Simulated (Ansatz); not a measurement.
# CH7AlS2Si: a ladder of functionals and wavefunction methods

An exercise on one series of results from a longer session: the logs are not shown, and one member is left open.

The runs use Ansatz 0.2.0, Gaussian basis; functionals in def2-TZVPP, the program's frozen cores in correlated methods.

Plan: LDA (SPW92), PBE-D4, revPBE-D4, BLYP-D4, r2SCAN-D4, B97M-V, PBE0-D4, B3LYP-D4, r2SCANh-D4, r2SCAN0-D4, HSE06-D4, BHLYP-D4, CAM-B3LYP-D4, LC-ωPBE, ωB97X-V, ωB97M-V, B2PLYP, PBE-QIDH; CCSD(T)/def2-SVP; CCSD(T)/def2-TZVPP; MP2/def2-QZVPP; extrapolation to the limit; RPA on PBE.

## The geometry

The geometry comes from an earlier relaxation with PBE0-D4 in a triple-zeta def2 set; it is a stationary point, not always the lowest conformer.

12 atoms, charge 0, spin multiplicity 1.

Atoms are counted from 1 here; the program's logs count them from 0.

Bond lengths: C1–S2 1.818 Å, C1–H6 1.090 Å, C1–H7 1.089 Å, C1–H8 1.089 Å, S2–Si3 2.204 Å, S2–Al5 2.463 Å, Si3–S4 2.078 Å, Si3–H9 1.485 Å, Si3–H10 1.483 Å, S4–Al5 2.297 Å, Al5–H11 1.587 Å, Al5–H12 1.585 Å. Angles: S2–C1–H6 110.5°, S2–C1–H7 107.2°, S2–C1–H8 108.9°, H6–C1–H7 109.4°, H6–C1–H8 110.6°, H7–C1–H8 110.1°, C1–S2–Si3 99.2°, C1–S2–Al5 97.6°, Si3–S2–Al5 77.0°, S2–Si3–S4 103.3°, S2–Si3–H9 106.9°, S2–Si3–H10 102.9°, S4–Si3–H9 115.2°, S4–Si3–H10 116.8°, H9–Si3–H10 110.3°, Si3–S4–Al5 83.3°, S2–Al5–S4 89.7°, S2–Al5–H11 103.8° and more.

The first run:

File in.yaml:

```yaml
crystal:
  periodic: [false, false, false]
  atoms:
    - {symbol: C, position_ang: [-1.161098, -0.156586, 1.311521]}
    - {symbol: S, position_ang: [0.502869, 0.500919, 0.987793]}
    - {symbol: Si, position_ang: [1.269694, -1.106867, -0.310021]}
    - {symbol: S, position_ang: [0.308571, -0.758328, -2.119641]}
    - {symbol: Al, position_ang: [0.076915, 1.366602, -1.277947]}
    - {symbol: H, position_ang: [-1.590172, -0.575866, 0.401496]}
    - {symbol: H, position_ang: [-1.774845, 0.675798, 1.651150]}
    - {symbol: H, position_ang: [-1.096051, -0.915753, 2.088957]}
    - {symbol: H, position_ang: [0.928264, -2.392332, 0.349551]}
    - {symbol: H, position_ang: [2.735697, -0.886924, -0.278521]}
    - {symbol: H, position_ang: [-1.428629, 1.865214, -1.216946]}
    - {symbol: H, position_ang: [1.305887, 2.328924, -1.553392]}
basis:
  gaussian: {orbitals: def2-TZVPP}
hamiltonian: {xc: lda}
output: {orbitals: {seedname: orbitals}}
```

Steps of the session up to this table: LDA; PBE-D4 (GGA); revPBE-D4 (GGA); BLYP-D4 (GGA); r2SCAN-D4 (meta-GGA); B97M-V (meta-GGA); PBE0-D4 (hybrid); B3LYP-D4 (hybrid); r2SCANh-D4 (hybrid); r2SCAN0-D4 (hybrid); HSE06-D4 (hybrid); BHLYP-D4 (hybrid); CAM-B3LYP-D4 (range-separated); LC-ωPBE (range-separated); ωB97X-V (range-separated); ωB97M-V (range-separated); B2PLYP (double hybrid); PBE-QIDH (double hybrid).

One table of the session follows, with a row left open; its other results are not shown here.

It belongs to the step «Orbital energies across the functionals». 

| functional | HOMO (eV) | gap (eV) |
| --- | --- | --- |
| LDA (SPW92) | -6.13 | 4.40 |
| PBE-D4 | -6.05 | 4.58 |
| revPBE-D4 | -6.01 | 4.65 |
| BLYP-D4 | -5.88 | 4.58 |
| r2SCAN-D4 | -6.33 | 5.16 |
| B97M-V | -6.47 | 5.19 |
| PBE0-D4 | -7.21 | 6.56 |
| B3LYP-D4 | -6.97 | 6.15 |
| r2SCANh-D4 | -6.76 | 5.88 |
| r2SCAN0-D4 | -7.40 | 6.94 |
| HSE06-D4 | -6.82 | 5.80 |
| BHLYP-D4 | -8.24 | 8.48 |
| CAM-B3LYP-D4 | -8.48 | 8.84 |
| LC-ωPBE | -9.86 | 11.31 |
| ωB97X-V | -9.52 | 10.84 |
| ωB97M-V | ? | ? |

Q: Estimate the row for ωB97M-V from the others.

**Answer.** HOMO (eV): -9.35; gap (eV): 10.38. In the column «HOMO (eV)» it lies between ωB97X-V (-9.52) and CAM-B3LYP-D4 (-8.48).
